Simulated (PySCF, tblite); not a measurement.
# C₃H₁₀O₄Si₂: geometry, infrared bands and NMR shifts

Wanted: the infrared bands and NMR shifts of C₃H₁₀O₄Si₂ (`CO[SiH2]OCC(=O)O[SiH3]`), by calculation.

The runs use tblite 0.8.0 and PySCF 2.14.0, with density-fitted response routines of our own; the level of theory stands in each step. All values are computed, except where a source is named. Atoms are numbered from 0 throughout.

## (1) Starting geometry

19 atoms, charge 0, multiplicity 1; geometry from: force field or distance geometry start.

Bonds of the start (Å): C0–O1 1.38, O1–Si2 1.73, Si2–O3 1.71, O3–C4 1.40, C4–C5 1.50, C5–O6 1.26, C5–O7 1.39, O7–Si8 1.74, C0–H9 1.11, C0–H10 1.11, C0–H11 1.12, Si2–H12 1.49, Si2–H13 1.47, C4–H14 1.11, C4–H15 1.10, Si8–H16 1.47, Si8–H17 1.49, Si8–H18 1.47.

## (2) Geometry optimisation with GFN2-xTB

The job: settings as JSON, then the geometry in Å.

```
{"job": {"kind": "relax", "xc": "GFN2-xTB", "basis": "xTB"}, "charge": 0, "multiplicity": 1}
C     -3.759900     0.672400    -0.125200
O     -2.389600     0.594500    -0.024200
Si    -1.768500    -0.910200    -0.598100
O     -0.081300    -0.872500    -0.352800
C      0.260700     0.472100    -0.141700
C      1.740500     0.585500     0.082300
O      2.303400     1.699700     0.282700
O      2.499300    -0.575100     0.077200
Si     4.216800    -0.622000     0.327300
H     -4.003700     0.452800    -1.183500
H     -4.063500     1.716900     0.100300
H     -4.303800    -0.069900     0.512100
H     -1.970700    -1.026700    -2.066000
H     -2.450100    -2.008700     0.092800
H     -0.050000     1.071600    -1.024300
H     -0.285400     0.825000     0.748000
H      4.443400    -1.471800     1.509300
H      4.888600    -1.229300    -0.850400
H      4.763900     0.704900     0.641900
```

Command:

```sh
OMP_NUM_THREADS=1 python probes_run.py task.json out
```

One launch serves the whole session: the jobs run in the order shown.

The log of the run:

```text
step      E/eV     max force
  0    -853.49770    4.159
  1    -853.84914    4.505
  2    -854.06142    0.952
  3    -854.14859    0.758
  4    -854.24294    0.570
  5    -854.27687    0.578
  6    -854.36675    0.517
  7    -854.39572    0.393
  8    -854.42093    0.345
  9    -854.43701    0.371
 10    -854.45322    0.341
 11    -854.46727    0.292
 12    -854.48009    0.229
 13    -854.49195    0.302
 14    -854.50507    0.333
 15    -854.51690    0.288
 16    -854.52507    0.224
 17    -854.53060    0.151
 18    -854.53505    0.158
 19    -854.54019    0.181
 20    -854.54581    0.190
 21    -854.55034    0.142
 22    -854.55338    0.128
 23    -854.55553    0.110
 24    -854.55756    0.114
 25    -854.55982    0.126
 26    -854.56238    0.134
 27    -854.56535    0.136
 28    -854.56864    0.123
 29    -854.57168    0.140
 30    -854.57421    0.133
 31    -854.57664    0.106
 32    -854.57921    0.109
 33    -854.58169    0.145
 34    -854.58391    0.150
 35    -854.58609    0.123
 36    -854.58884    0.142
 37    -854.59267    0.137
 38    -854.59730    0.166
 39    -854.60155    0.142
 40    -854.60455    0.094
 41    -854.60664    0.092
 42    -854.60869    0.098
 43    -854.61056    0.097
 44    -854.61195    0.085
 45    -854.61311    0.112
 46    -854.61439    0.112
 47    -854.61566    0.079
 48    -854.61655    0.067
 49    -854.61709    0.046
 50    -854.61753    0.058
 51    -854.61809    0.063
 52    -854.61881    0.066
 53    -854.61961    0.064
 54    -854.62045    0.063
 55    -854.62161    0.085
 56    -854.62361    0.137
 57    -854.62673    0.162
 58    -854.63071    0.155
 59    -854.63450    0.150
 60    -854.63749    0.102
 61    -854.63970    0.093
 62    -854.64150    0.100
 63    -854.64280    0.093
 64    -854.64405    0.105
 65    -854.64489    0.069
 66    -854.64548    0.046
 67    -854.64578    0.045
 68    -854.64625    0.062
 69    -854.64696    0.068
 70    -854.64758    0.066
 71    -854.64830    0.053
 72    -854.64892    0.053
 73    -854.64963    0.075
 74    -854.65053    0.077
 75    -854.65159    0.070
 76    -854.65244    0.057
 77    -854.65296    0.046
 78    -854.65327    0.053
 79    -854.65361    0.057
 80    -854.65413    0.045
 81    -854.65456    0.045
 82    -854.65488    0.039
 83    -854.65515    0.036
 84    -854.65541    0.037
 85    -854.65562    0.035
 86    -854.65576    0.023
 87    -854.65586    0.031
 88    -854.65594    0.021
 89    -854.65603    0.025
 90    -854.65609    0.029
 91    -854.65618    0.027
 92    -854.65627    0.029
 93    -854.65635    0.030
 94    -854.65643    0.023
 95    -854.65652    0.025
 96    -854.65663    0.026
 97    -854.65675    0.029
 98    -854.65684    0.023
 99    -854.65690    0.017
100    -854.65694    0.017
101    -854.65700    0.022
102    -854.65705    0.023
103    -854.65708    0.013
104    -854.65711    0.012
105    -854.65713    0.013
106    -854.65717    0.023
107    -854.65723    0.032
108    -854.65729    0.026
109    -854.65734    0.015
110    -854.65737    0.015
111    -854.65741    0.021
112    -854.65750    0.029
113    -854.65764    0.038
114    -854.65785    0.037
115    -854.65809    0.035
116    -854.65834    0.037
117    -854.65862    0.036
118    -854.65895    0.041
119    -854.65927    0.041
120    -854.65949    0.023
121    -854.65953    0.083
122    -854.65963    0.030
123    -854.65969    0.020
124    -854.65986    0.023
125    -854.66000    0.037
126    -854.66016    0.033
127    -854.66032    0.036
128    -854.66047    0.031
129    -854.66063    0.043
130    -854.66088    0.062
131    -854.66120    0.054
132    -854.66175    0.075
133    -854.66209    0.057
134    -854.66257    0.054
135    -854.66345    0.214
136    -854.66405    0.079
137    -854.66462    0.065
138    -854.66524    0.142
139    -854.66577    0.060
140    -854.66643    0.066
141    -854.66697    0.055
142    -854.66749    0.092
143    -854.66829    0.055
144    -854.66904    0.203
145    -854.66948    0.044
146    -854.66983    0.061
147    -854.67013    0.075
148    -854.67025    0.064
149    -854.67039    0.025
150    -854.67052    0.041
151    -854.67067    0.028
152    -854.67079    0.059
153    -854.67090    0.048
154    -854.67104    0.063
155    -854.67124    0.047
156    -854.67144    0.041
157    -854.67159    0.029
158    -854.67170    0.029
159    -854.67184    0.051
160    -854.67198    0.032
161    -854.67219    0.030
162    -854.67231    0.046
163    -854.67244    0.037
164    -854.67257    0.040
165    -854.67270    0.026
166    -854.67288    0.025
167    -854.67311    0.038
168    -854.67345    0.056
169    -854.67381    0.063
170    -854.67462    0.073
171    -854.67030    0.381
172    -854.67602    0.089
173    -854.67710    0.094
174    -854.67777    0.347
175    -854.68016    0.124
176    -854.68228    0.115
177    -854.68347    0.397
178    -854.68812    0.120
179    -854.69174    0.132
180    -854.69184    0.452
181    -854.69829    0.118
182    -854.70128    0.141
183    -854.69730    0.410
184    -854.70607    0.130
185    -854.70758    0.087
186    -854.70731    0.248
187    -854.71130    0.098
188    -854.71314    0.098
189    -854.72005    0.154
190    -854.73133    0.281
191    -854.74134    0.236
192    -854.74860    0.216
193    -854.75591    0.197
194    -854.76042    0.266
195    -854.76069    0.471
196    -854.77304    0.207
197    -854.77907    0.212
198    -854.78704    0.241
199    -854.79625    0.196
200    -854.80377    0.184
201    -854.81130    0.195
202    -854.81533    0.257
203    -854.82016    0.212
204    -854.82579    0.156
205    -854.82883    0.159
206    -854.83312    0.177
207    -854.83704    0.115
208    -854.84029    0.126
209    -854.84203    0.150
210    -854.84387    0.145
211    -854.84560    0.090
212    -854.84735    0.094
213    -854.84808    0.073
214    -854.84893    0.054
215    -854.84939    0.040
216    -854.84972    0.047
217    -854.85010    0.052
218    -854.85052    0.056
219    -854.85099    0.055
220    -854.85146    0.043
221    -854.85183    0.042
222    -854.85215    0.048
223    -854.85247    0.063
224    -854.85284    0.086
225    -854.85328    0.081
226    -854.85384    0.098
227    -854.85458    0.084
228    -854.85568    0.102
229    -854.85706    0.090
230    -854.85894    0.134
231    -854.86065    0.082
232    -854.86298    0.151
233    -854.86471    0.135
234    -854.86725    0.103
235    -854.86932    0.101
236    -854.87173    0.126
237    -854.87339    0.129
238    -854.87450    0.068
239    -854.87498    0.058
240    -854.87542    0.042
241    -854.87583    0.044
242    -854.87616    0.048
243    -854.87645    0.058
244    -854.87671    0.035
245    -854.87697    0.035
246    -854.87716    0.041
247    -854.87739    0.040
248    -854.87763    0.038
249    -854.87790    0.053
250    -854.87818    0.045
251    -854.87841    0.038
252    -854.87858    0.032
253    -854.87871    0.024
254    -854.87885    0.029
255    -854.87898    0.031
256    -854.87909    0.020
257    -854.87919    0.029
258    -854.87930    0.036
259    -854.87942    0.035
260    -854.87952    0.021
261    -854.87959    0.015
262    -854.87964    0.016
263    -854.87971    0.028
264    -854.87982    0.037
265    -854.87999    0.039
266    -854.88018    0.039
267    -854.88035    0.030
268    -854.88046    0.025
269    -854.88050    0.026
270    -854.88059    0.028
271    -854.88068    0.020
272    -854.88092    0.037
273    -854.88109    0.025
274    -854.88135    0.041
275    -854.88163    0.038
276    -854.88179    0.042
277    -854.88192    0.030
278    -854.88200    0.089
279    -854.88221    0.036
280    -854.88234    0.030
281    -854.88256    0.025
282    -854.88271    0.027
283    -854.88271    0.046
284    -854.88249    0.085
285    -854.88284    0.030
286    -854.88290    0.025
287    -854.88295    0.017
288    -854.88303    0.014
289    -854.88308    0.014
290    -854.88311    0.014
291    -854.88314    0.014
292    -854.88320    0.018
293    -854.88324    0.019
294    -854.88329    0.025
295    -854.88334    0.014
296    -854.88337    0.011
297    -854.88340    0.009
```

It took 7.7 s on 1 thread of Intel Xeon at 2.50GHz, shared host; peak memory 0.18 GiB.

Relaxation path: (not every step is listed)

| step | energy from step 0 (eV) | largest force (eV/Å) |
| --- | --- | --- |
| 0 | 0.0000 | 4.1594 |
| 1 | -0.3514 | 4.5046 |
| 2 | -0.5637 | 0.9517 |
| 3 | -0.6509 | 0.7578 |
| 4 | -0.7452 | 0.5700 |
| 5 | -0.7792 | 0.5776 |
| 6 | -0.8691 | 0.5168 |
| 7 | -0.8980 | 0.3930 |
| 8 | -0.9232 | 0.3454 |
| 36 | -1.0911 | 0.1416 |
| 64 | -1.1463 | 0.1054 |
| 92 | -1.1586 | 0.0286 |
| 120 | -1.1618 | 0.0229 |
| 148 | -1.1726 | 0.0640 |
| 176 | -1.1846 | 0.1149 |
| 204 | -1.3281 | 0.1564 |
| 232 | -1.3653 | 0.1512 |
| 260 | -1.3818 | 0.0213 |
| 288 | -1.3853 | 0.0137 |
| 292 | -1.3855 | 0.0185 |
| 293 | -1.3855 | 0.0194 |
| 294 | -1.3856 | 0.0246 |
| 295 | -1.3856 | 0.0136 |
| 296 | -1.3857 | 0.0109 |
| 297 | -1.3857 | 0.0095 |

Distances of close pairs at the start and the end, largest changes first:

| bond | before (Å) | after (Å) | change (Å) |
| --- | --- | --- | --- |
| O1–Si2 | 1.726 | 1.619 | -0.107 |
| Si2–O3 | 1.705 | 1.615 | -0.090 |
| C5–O7 | 1.387 | 1.311 | -0.076 |
| C5–O6 | 1.264 | 1.206 | -0.058 |
| O7–Si8 | 1.736 | 1.680 | -0.056 |
| O3–C4 | 1.403 | 1.371 | -0.032 |
| Si8–H17 | 1.486 | 1.457 | -0.028 |
| C0–H11 | 1.119 | 1.093 | -0.026 |

The final coordinates are the input of the step that follows.

## (3) Vibrational analysis with GFN2-xTB

The job: settings as JSON, then the geometry in Å.

```
{"job": {"kind": "ir", "xc": "GFN2-xTB", "basis": "xTB"}, "charge": 0, "multiplicity": 1}
C     -3.646722    -0.599818    -0.118533
O     -2.603363     0.310986    -0.208750
Si    -1.028564    -0.055911    -0.128391
O     -0.492614     1.438654    -0.423726
C      0.760489     1.986353    -0.322754
C      1.912257     1.022825    -0.148678
O      3.056802     1.391184    -0.056868
O      1.579743    -0.243946    -0.101727
Si     2.789799    -1.394283     0.086601
H     -3.624104    -1.302631    -0.955741
H     -4.586474    -0.047333    -0.140800
H     -3.588041    -1.173709     0.810061
H     -0.685356    -1.018134    -1.175856
H     -0.711373    -0.564503     1.207661
H      0.970068     2.577128    -1.226043
H      0.798223     2.679635     0.531248
H      1.944235    -2.577122     0.047322
H      3.707809    -1.264370    -1.037910
H      3.437383    -1.155754     1.370586
```

The log of the run:

```text
mode    cm-1     km/mol
  1       7.7     11.47
  2      30.3      1.03
  3      71.3      1.54
  4      77.5      0.75
  5      99.6      7.06
  6     107.6      0.51
  7     115.4      9.64
  8     142.0      3.00
  9     163.4      1.64
 10     168.1      6.35
 11     261.1     22.68
 12     286.4      3.63
 13     524.7      2.27
 14     534.2      0.78
 15     568.8     94.49
 16     583.0     42.68
 17     606.6     38.00
 18     621.8    131.08
 19     722.9      6.05
 20     741.2    203.35
 21     764.1    105.72
 22     765.2    366.61
 23     778.5    257.49
 24     790.3    149.01
 25     801.2     38.09
 26     821.3    211.66
 27     852.0    236.01
 28     943.4     52.29
 29     947.2     21.58
 30    1142.0      1.21
 31    1146.2     59.97
 32    1175.3    319.27
 33    1196.4      2.15
 34    1212.6     88.80
 35    1279.1    374.28
 36    1306.3    105.46
 37    1422.4      0.23
 38    1432.6      7.39
 39    1485.8      4.58
 40    1496.3      1.77
 41    1745.0    379.36
 42    2218.6    392.32
 43    2269.2    125.45
 44    2311.1    318.59
 45    2318.2    120.81
 46    2348.3    210.83
 47    2861.0     14.66
 48    2894.1     23.71
 49    2933.7     49.12
 50    2950.5     52.03
 51    2989.1     29.59
```

It took 2.4 s on 1 thread of Intel Xeon at 2.50GHz, shared host; peak memory 0.18 GiB.

Which atoms move in the most intense modes:

| cm⁻¹ | km/mol | atoms |
| --- | --- | --- |
| 765 | 366.6 | O3 17 %, O7 16 %, H13 12 %, H12 10 % |
| 778 | 257.5 | H16 16 %, Si8 12 %, O7 12 %, H18 11 % |
| 852 | 236.0 | H12 44 %, H13 38 %, Si2 11 % |
| 1175 | 319.3 | O1 45 %, C0 26 %, H10 12 % |
| 1279 | 374.3 | C4 36 %, C5 30 %, O3 12 %, O7 11 % |
| 1745 | 379.4 | C5 62 %, O6 37 % |
| 2219 | 392.3 | H13 58 %, H12 38 % |
| 2311 | 318.6 | H18 64 %, H17 31 % |

## (4) NMR shieldings: PBE0/pcSseg-1

Same as in step 3 but for these lines:

```diff
@@ -1,2 +1,2 @@
-{"job": {"kind": "ir", "xc": "GFN2-xTB", "basis": "xTB"}, "charge": 0, "multiplicity": 1}
+{"job": {"kind": "nmr", "xc": "PBE0", "basis": "pcSseg-1"}, "charge": 0, "multiplicity": 1}
 C     -3.646722    -0.599818    -0.118533
```

With the program's defaults for keys left out, this is: GIAO PBE0/pcSseg-1 NMR shielding, non-relativistic, gas phase.

The log of the run:

```text
coarse grid: 17056 points
cycle   1  E = -999.1643688500  dE =  1.541e+00  |g| = 1.251e+00  |ddm| = 3.900e+00
cycle   2  E = -998.6254269291  dE =  5.389e-01  |g| = 2.120e+00  |ddm| = 2.357e+00
cycle   3  E = -999.4244835474  dE = -7.991e-01  |g| = 2.978e-01  |ddm| = 1.640e+00
cycle   4  E = -999.4382961728  dE = -1.381e-02  |g| = 1.251e-01  |ddm| = 2.667e-01
cycle   5  E = -999.4409508406  dE = -2.655e-03  |g| = 1.765e-02  |ddm| = 8.131e-02
cycle   6  E = -999.4410065047  dE = -5.566e-05  |g| = 6.594e-03  |ddm| = 1.735e-02
cycle   7  E = -999.4410138862  dE = -7.382e-06  |g| = 1.583e-03  |ddm| = 4.595e-03
final grid: 156032 points
cycle   8  E = -999.5335115554  dE = -1.580e-05  |g| = 1.486e-02  |ddm| = 2.165e-02
cycle   9  E = -999.5334556740  dE =  5.588e-05  |g| = 2.326e-02  |ddm| = 2.117e-02
cycle  10  E = -999.5335473367  dE = -9.166e-05  |g| = 2.707e-03  |ddm| = 1.407e-02
cycle  11  E = -999.5335486443  dE = -1.308e-06  |g| = 4.742e-04  |ddm| = 1.816e-03
cycle  12  E = -999.5335486843  dE = -3.995e-08  |g| = 1.266e-04  |ddm| = 4.534e-04
cycle  13  E = -999.5335486877  dE = -3.449e-09  |g| = 2.399e-05  |ddm| = 1.064e-04
cycle  14  E = -999.5335486879  dE = -1.153e-10  |g| = 5.415e-06  |ddm| = 2.594e-05
converged SCF energy = -999.5335486879

GIAO shielding tensors (ppm)
atom      isotropic    diamagn.    paramagn.     s11        s22        s33       span
  0 C      137.263     241.608    -104.345    111.043    115.448    185.299     74.256
  1 O      319.578     399.665     -80.087    272.833    326.331    359.571     86.738
  2 Si     387.089     882.267    -495.178    368.610    372.806    419.852     51.243
  3 O      324.275     398.893     -74.618    278.569    316.456    377.800     99.231
  4 C      120.694     240.519    -119.825     96.736    107.029    158.316     61.580
  5 C        6.416     251.064    -244.649    -89.137     33.284     75.100    164.237
  6 O     -100.058     399.299    -499.357   -349.738   -249.521    299.084    648.821
  7 O      147.133     404.845    -257.712     -7.177    213.249    235.328    242.505
  8 Si     389.718     880.819    -491.101    355.452    374.644    439.057     83.605
  9 H       27.980      28.253      -0.273     23.793     25.822     34.325     10.531
 10 H       27.741      26.632       1.110     23.326     25.622     34.277     10.951
 11 H       28.046      28.582      -0.536     23.796     25.909     34.432     10.636
 12 H       26.684      33.470      -6.786     22.623     26.831     30.599      7.977
 13 H       26.751      33.583      -6.833     22.761     26.963     30.529      7.768
 14 H       26.819      26.720       0.099     21.986     26.521     31.950      9.964
 15 H       26.803      27.394      -0.591     21.921     26.541     31.947     10.026
 16 H       27.137      30.902      -3.765     23.391     26.730     31.289      7.898
 17 H       26.754      29.099      -2.346     23.454     24.983     31.823      8.368
 18 H       26.790      29.469      -2.679     23.521     24.992     31.858      8.337
```

Run time: 1.7 min. Hardware: 1 thread of Intel Xeon at 2.50GHz, shared host; peak memory 0.96 GiB.

The references, computed at this level on geometries of the same kind, shield at (ppm): ¹H TMS 31.72, ¹³C TMS 186.9, ²⁹Si TMS 349.2, ¹⁷O H2O 336.1. Their shielding less the atom's gives the shift. The references are single molecules in the gas phase, so shifts against H2O, NH3, PH3, H3PO4 or CFCl3 are not on the usual liquid scales and can be off by tens of ppm. Atoms listed in one row are averaged.

| atoms | environment | σ (ppm) | δ (ppm) | δ scaled to CDCl3 |
| --- | --- | --- | --- | --- |
| C5 | carbonyl carbon | 6.4 | 180.5 | 174.3 |
| C4 | sp3 CH2 bonded to O, α to a carbonyl | 120.7 | 66.2 | 62.7 |
| C0 | methyl carbon bonded to O | 137.3 | 49.7 | 46.6 |
| H12, H13 | hydrogen on a silicon bonded to 2 O | 26.72 | 5.00 | – |
| H14, H15 | hydrogen on an sp3 CH2 bonded to O, α to a carbonyl | 26.81 | 4.91 | 4.73 |
| H16, H17, H18 | hydrogen on a silicon bonded to O | 26.89 | 4.82 | – |
| H9, H10, H11 | hydrogen on a methyl carbon bonded to O | 27.92 | 3.79 | 3.68 |
| O6 | carbonyl oxygen | -100.1 | 436.1 | – |
| O7 | oxygen bonded to C, Si | 147.1 | 188.9 | – |
| O1 | oxygen bonded to C, Si | 319.6 | 16.5 | – |
| O3 | oxygen bonded to C, Si | 324.3 | 11.8 | – |
| Si2 | silicon bonded to 2 O, 2 H | 387.1 | -37.9 | – |
| Si8 | silicon bonded to O, 3 H | 389.7 | -40.6 | – |

The scaled column applies a straight-line fit of computed shieldings to shifts measured in CDCl3 (root-mean-square error 0.16 ppm for H, 1.9 ppm for C).

The run also stored atomic charges by several schemes (e):

| atoms | Mulliken | IAO | Hirshfeld | ESP fit |
| --- | --- | --- | --- | --- |
| C0 | -0.01 | -0.20 | -0.03 | -0.08 |
| O1 | -0.61 | -0.64 | -0.24 | -0.45 |
| Si2 | 0.97 | 1.21 | 0.40 | 0.88 |
| O3 | -0.61 | -0.62 | -0.22 | -0.43 |
| C4 | 0.15 | -0.09 | 0.01 | -0.11 |
| C5 | 0.42 | 0.51 | 0.22 | 0.69 |
| O6 | -0.41 | -0.46 | -0.25 | -0.56 |
| O7 | -0.62 | -0.56 | -0.14 | -0.36 |
| Si8 | 0.69 | 0.84 | 0.40 | 0.55 |

Mayer bond orders: C0–O1 0.92, O1–Si2 0.99, Si2–O3 0.96, O3–C4 0.93, C4–C5 0.96, C5–O6 1.92, C5–O7 1.06, O7–Si8 0.76.

## (5) Results

| quantity | value |
| --- | --- |
| strongest single infrared mode (GFN2-xTB) | 2219 cm⁻¹, 392 km/mol |
| zero-point energy (GFN2-xTB) | 80.1 kcal/mol |
| ¹³C shifts against TMS (PBE0/pcSseg-1) | 180.5, 66.2, 49.7 ppm |
| ¹H shifts against TMS (PBE0/pcSseg-1, means over atoms taken as alike) | 5.00, 4.91, 4.82, 3.79 ppm |
| ¹⁷O shifts against H2O (PBE0/pcSseg-1) | 436.1, 188.9, 16.5, 11.8 ppm |
| ²⁹Si shifts against TMS (PBE0/pcSseg-1) | -37.9, -40.6 ppm |

What this shows: Relaxing lowered the energy by 1.386 eV in 297 steps; the close pair that moved most is O1–Si2, from 1.726 to 1.619 Å. No mode is imaginary among the 51: a minimum at this level. The strongest single mode, at 2219 cm⁻¹, moves mainly H13 and H12. Unscaled tight-binding wavenumbers are off by several per cent, some by more. Its intensities can rank the bands wrongly. At PBE0/pcSseg-1: The widest tensor belongs to O6: span 649 ppm, with a paramagnetic part of -499 ppm.
